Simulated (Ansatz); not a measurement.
# WC: the cost of one run

Method: DFT, PBE, plane-wave PAW, default files, scalar-relativistic, frozen cores, in Ansatz 0.2.0.

**1. The system as given**

It takes space group P-6m2 (No. 187, hexagonal). Conventional cell: a = 2.898 Å, b = 2.898 Å, c = 2.831 Å, α = 90.00°, β = 90.00°, γ = 120.00°. W (site symmetry -6m2) is surrounded by 6 C at 2.19 Å. C (site symmetry -6m2) has 6 W at 2.19 Å as nearest neighbours.

As a file:

```xyz
2
Lattice="2.8982 0.0000 0.0000 -1.4491 2.5099 0.0000 0.0000 0.0000 2.8314" Properties=species:S:1:pos:R:3 pbc="T T T"
W     0.0000    0.0000    0.0000
C     1.4491    0.8366    1.4157
```

The earlier run gave: no gap over 0.1 eV on the mesh, largest force 0.000 eV/Å, pressure 8.6 GPa.

Site by site (atoms counted from 1):

| site | atoms | first shell | V_zz (10²¹ V/m²) | η | C_Q (MHz) |
| --- | --- | --- | --- | --- | --- |
| W | 1 | 6 C at 2.19 Å | -13.73 | 0.00 | – |
| C | 2 | 6 W at 2.19 Å | 0.10 | 0.00 | – |

C_Q = eQV_zz/h, which is 24.18 MHz for Q = 1 b and V_zz = 10²¹ V/m²; η = (V_xx − V_yy)/V_zz. Quadrupole moments are those of Pyykkö's year-2017 table. A dash under C_Q marks elements without a common quadrupolar isotope.

**2. Z stretched by -2 %, ions relaxed**

The input, input.yaml:

```yaml
crystal:
  lattice:
    - [2.8982, 0.0, 0.0]
    - [-1.4491, 2.5099148252, 0.0]
    - [0.0, 0.0, 2.774772]
  atoms:
    - { symbol: W, position: [0.0, 0.0, 0.0], spin: 2.0 }
    - { symbol: C, position: [0.6666666667, 0.3333333333, 0.5] }
magnetization:
  spin_polarized: true
kpoints:
  mp_grid: { grid: [18, 18, 16] }
scf:
  occupations: { method: fermi_dirac, width: 0.05 }
hamiltonian:
  xc: pbe
  pseudopotentials: { kind: paw, frozen_core: stored }
output:
  forces: true
  stress: true
  populations: true
  efg: {}
  write_density: true
  write_potential: true
  elf: true
  volumetric_format: npy
relax:
  f_tol: 0.02
  max_steps: 60
```

Launch:

```console
$ ansatz run input.yaml --threads 1 --pin off --max-ram 3072MiB --backend cpu --events-out ev --progress --plain --runs-dir out
```

**Question.** How long does this run take on 1 thread of Intel Xeon at 2.50GHz (Skylake/Cascade Lake), shared host, and how much memory does it need?

About 75 s, with a peak of 0.59 GiB.
